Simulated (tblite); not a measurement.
# C9H18Ge: the cost of one run

The runs use tblite 0.8.0 and PySCF 2.14.0, with density-fitted response routines of our own; the level of theory stands in each step. All values are computed, except where a source is named. Atoms count from 0, in the outputs and in this text.

### Step 1. The molecule as given

28 atoms, charge 0, multiplicity 1; geometry from: force field or distance geometry start.

Bonds of the start (Å): C0–C1 1.48, C1–C2 1.53, C2–C3 1.50, C3–C4 1.46, C4–C5 1.50, C5–C6 1.53, C6–C7 1.50, C7–C8 1.52, C8–Ge9 1.94, C3–C1 1.45, Ge9–C4 1.97, C0–H10 1.11, C0–H11 1.11, C0–H12 1.12, C1–H13 1.13, C2–H14 1.12, C2–H15 1.12, C3–H16 1.15, C4–H17 1.11, C5–H18 1.10, C5–H19 1.09, C6–H20 1.12, C6–H21 1.10, C7–H22 1.09, C7–H23 1.13, C8–H24 1.11, C8–H25 1.13, Ge9–H26 1.54, Ge9–H27 1.55.

### Step 2. Relaxing the molecule with GFN2-xTB

Job settings and geometry (Å):

```
{"job": {"kind": "relax", "xc": "GFN2-xTB", "basis": "xTB"}, "charge": 0, "multiplicity": 1}
C      2.958600     1.391300    -0.377100
C      2.714000     0.114100     0.339100
C      2.326700    -0.995400    -0.639700
C      1.463900    -0.604300     0.528400
C      0.085500    -0.129800     0.447500
C     -0.412700     0.448900    -0.845400
C     -1.716500     1.155900    -0.483500
C     -2.896600     0.243000    -0.601000
C     -2.962400    -0.674600     0.612900
Ge    -1.240300    -1.533900     0.848100
H      2.644800     2.307800     0.171800
H      2.648300     1.385500    -1.444100
H      4.070600     1.504100    -0.425800
H      3.541600    -0.122800     1.073000
H      2.049000    -0.659600    -1.666900
H      2.964500    -1.902700    -0.519200
H      1.536800    -1.414100     1.336100
H     -0.084200     0.638400     1.228000
H      0.202300     1.251900    -1.280200
H     -0.670300    -0.369500    -1.516700
H     -1.618700     1.447000     0.592000
H     -1.800100     2.102700    -1.035600
H     -2.928200    -0.296000    -1.548200
H     -3.839900     0.860200    -0.589400
H     -3.789100    -1.403200     0.524400
H     -3.090800     0.002600     1.509900
H     -1.040800    -2.078900     2.276200
H     -1.136900    -2.641000    -0.227600
```

The run is started by

```console
$ OMP_NUM_THREADS=1 python probes_run.py task.json out
```

One launch serves the whole session: the jobs run in the order shown.

Q: Estimate the wall time and peak memory of this first job on 1 thread of AMD EPYC, shared host.

About 4.7 s, with a peak of 0.18 GiB.
